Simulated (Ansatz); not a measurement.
**C₂H₂OTe (SMILES C#CO[TeH]): single points off equilibrium**

One table from this session's results is given with a row withheld; the runs are named, their logs left out.

Computed with Ansatz 0.2.0, Gaussian basis. Level: single points in def2-TZVPP.

Correlated methods freeze the cores. Filled d shells of the heavier atoms are correlated. Core potentials replace the inner electrons past krypton, and spin-orbit coupling is left out.

**The system as given**

SMILES `C#CO[TeH]`, 6 atoms, charge 0, spin multiplicity 1.

Atoms are counted from 1 here; the program's logs count them from 0.

Bond lengths: C1–C2 1.190 Å, C1–H5 1.065 Å, C2–O3 1.283 Å, O3–Te4 2.036 Å, Te4–H6 1.690 Å. Angles: C2–C1–H5 173.2°, C1–C2–O3 175.3°, C2–O3–Te4 121.7°, O3–Te4–H6 91.3°.

As a file:

```xyz
6

C     1.71840    0.14240   -0.13280
C     0.67250   -0.26610    0.26010
O    -0.47390   -0.61080    0.72060
Te   -2.14320   -0.59910   -0.44450
H     2.70700    0.44620   -0.38760
H    -2.49930    0.98750    0.01690
```

Set-up of the first run:

The input, run/in.yaml:

```yaml
crystal:
  periodic: [false, false, false]
  atoms:
    - {symbol: C, position_ang: [1.718400, 0.142400, -0.132800]}
    - {symbol: C, position_ang: [0.672500, -0.266100, 0.260100]}
    - {symbol: O, position_ang: [-0.473900, -0.610800, 0.720600]}
    - {symbol: Te, position_ang: [-2.143200, -0.599100, -0.444500]}
    - {symbol: H, position_ang: [2.707000, 0.446200, -0.387600]}
    - {symbol: H, position_ang: [-2.499300, 0.987500, 0.016900]}
basis:
  gaussian: {orbitals: def2-TZVPP}
correlation: {method: ccsd_t}
output: {forces: true}
```

No record of the launch command was kept for these runs.

Steps of the session up to this table: CCSD(T)/def2-TZVPP; PBE0-D4/def2-TZVPP; wB97M-V/def2-TZVPP; r2SCAN-D4/def2-TZVPP; PBE-D4/def2-TZVPP; BHLYP-D4/def2-TZVPP; r2SCANh-D4/def2-TZVPP.

One of the session's tables, all rows but one given; the rest of the session is left out.

```
    method  RMS force component (eV/Å)  angle to CCSD(T) forces (°)  dipole (D)
   CCSD(T)                       0.842                    reference        2.50
   PBE0-D4                       0.574                         21.2        2.38
   wB97M-V                       0.534                         18.6        2.71
 r2SCAN-D4                           ?                            ?           ?
    PBE-D4                       0.865                         30.8        2.05
  BHLYP-D4                       0.405                         48.6        2.67
r2SCANh-D4                       0.598                         24.3        2.27
```

Estimate the missing values for r2SCAN-D4.

**Answer.** RMS force component (eV/Å): 0.681; angle to CCSD(T) forces (°): 26.7; dipole (D): 2.15. In the column «RMS force component (eV/Å)» it lies between r2SCANh-D4 (0.598) and CCSD(T) (0.842).
